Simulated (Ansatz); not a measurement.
# C2H6GeSe: the cost of one run

Program: the Python package of Ansatz 0.2.0. Level of theory: Hartree-Fock/def2-SVP. These are calculated values, not measurements.

### 1 The system

Bond lengths: C1–C2 1.264 Å, C2–Se3 1.898 Å, Se3–Ge4 2.280 Å, C1–H5 1.133 Å, C1–H6 1.133 Å, C2–H7 1.088 Å, Ge4–H8 1.545 Å, Ge4–H9 1.583 Å, Ge4–H10 1.609 Å. Angles: C1–C2–Se3 120.1°, C1–C2–H7 121.1°, Se3–C2–H7 118.7°, C2–C1–H5 122.5°, C2–C1–H6 123.8°, H5–C1–H6 113.6°, C2–Se3–Ge4 92.5°, Se3–Ge4–H8 110.6°, Se3–Ge4–H9 112.7°, Se3–Ge4–H10 109.2°, H8–Ge4–H9 110.9°, H8–Ge4–H10 107.7°, H9–Ge4–H10 105.5°.

The script holds or builds the structure itself.

### 2 Script

File opt_c2h6gese.py:

```python
"""Relax the C2H6GeSe molecule."""

import itertools
import logging
import sys
import warnings

import ansatz as az
from ase.data import atomic_numbers, covalent_radii
import numpy as np

logging.basicConfig(stream=sys.stdout, format="%(name)s: %(message)s")
log = logging.getLogger("ansatz_job")
log.setLevel(logging.INFO)

warnings.simplefilter("ignore", az.DeckWarning)

geometry_ang = [
    ("C", (-0.1994, 1.3181, -1.3142)),
    ("C", (0.6767, 0.4514, -1.0319)),
    ("Se", (1.4457, 0.4033, 0.7024)),
    ("Ge", (-0.0866, -1.1118, 1.4486)),
    ("H", (-0.6903, 1.3787, -2.3332)),
    ("H", (-0.5701, 2.1009, -0.584)),
    ("H", (1.0225, -0.2617, -1.777)),
    ("H", (-0.0582, -2.388, 0.5776)),
    ("H", (0.1026, -1.4683, 2.9789)),
    ("H", (-1.5599, -0.4738, 1.3357)),
]
mol = az.Crystal.molecule()
for symbol, xyz in geometry_ang:
    mol = mol.atom(symbol, xyz)

model = (
    mol.calculation()
    .basis(gaussian="def2-SVP")
    .functional("hf")
    .scf(lower_state_search="standard")
)
symbols = [site.symbol for site in mol.cartesian_sites]
start = np.array([site.position_ang for site in mol.cartesian_sites], dtype=float)
summary = model.relax(force_tolerance=0.01).run(threads=1).report
end = np.array(summary["positions_ang"])

for key in ("converged", "free_energy_ev", "reference_energy_ev", "n_frozen", "n_occupied", "n_virtual"):
    log.info(f"{key:22s} {summary[key]}")

# pairs closer than 1.2 times the sum of covalent radii, before or after
radius = [covalent_radii[atomic_numbers[s]] for s in symbols]
span = lambda where, i, j: np.linalg.norm(where[i] - where[j])
bonded = [(i, j) for i, j in itertools.combinations(range(len(symbols)), 2) if min(span(start, i, j), span(end, i, j)) < 1.2 * (radius[i] + radius[j])]
log.info("pair        before    after (A)")
for i, j in bonded:
    print(f"{symbols[i]}{i}-{symbols[j]}{j}".ljust(10), f"{span(start, i, j):8.4f} {span(end, i, j):8.4f}")
for first, second in list(itertools.combinations(bonded, 2)):
    shared = set(first) & set(second)
    if shared and symbols[(j := shared.pop())] != "H":
        i, k = sorted((set(first) | set(second)) - {j})
        u, v = end[i] - end[j], end[k] - end[j]
        angle = np.degrees(np.arccos(np.clip(u @ v / np.linalg.norm(u) / np.linalg.norm(v), -1, 1)))
        log.info(f"final angle {symbols[i]}{i}-{symbols[j]}{j}-{symbols[k]}{k}: {angle:.2f} deg")

charges = summary["charge_distribution"]
dipole = np.array(charges["dipole_moment_e_ang"]) * 4.803205
log.info("dipole (D): {:.3f} {:.3f} {:.3f}, length {:.3f}".format(*dipole, np.linalg.norm(dipole)))
log.info("atom  Mulliken   Lowdin")
for symbol, m, l in zip(symbols, charges["mulliken_charges_e"], charges["lowdin_charges_e"]):
    log.info(f"{symbol:4s} {m:9.3f} {l:8.3f}")
```

### 3 Launch

Command:

```console
python opt_c2h6gese.py
```

What time and memory should one allow on 1 thread of Arm Neoverse V2, shared host?

About 77 s, with a peak of 0.39 GiB.
